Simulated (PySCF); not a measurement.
# C5HClN2: the cost of one run

Computed with PySCF 2.14.0 and routines of our own; the level stands in each step. Atoms count from 0.

## 1. The starting structure

9 atoms, charge 0, multiplicity 1; geometry from: GFN2-xTB.

## 2. Optimising the geometry at PBE0-D3(BJ)/def2-SVP

The job: settings as JSON, then the geometry in Å.

```
{"job": {"xc": "PBE0", "basis": "def2-SVP", "d3": "d3bj", "grid": 2, "kind": "geom"}, "charge": 0, "multiplicity": 1}
N     -2.741039     1.835399     0.329524
C     -2.107030     0.914547     0.085810
C     -1.349739    -0.240471    -0.219878
C     -0.081341    -0.334838     0.061579
C      1.187574    -0.408901     0.355121
Cl     1.766775    -1.038177     1.882594
C      2.199316    -0.001242    -0.545295
N      3.030564     0.320091    -1.263081
H     -1.891519    -1.040414    -0.711554
```

Started as:

```bash
$ OMP_NUM_THREADS=1 python excited_run.py task.json out
```

The driver reads the jobs from task.json and runs them one after another.

Q: Estimate the wall time and peak memory of this first job on 1 thread of Arm Neoverse V1, shared host.

About 27 s, with a peak of 0.61 GiB.
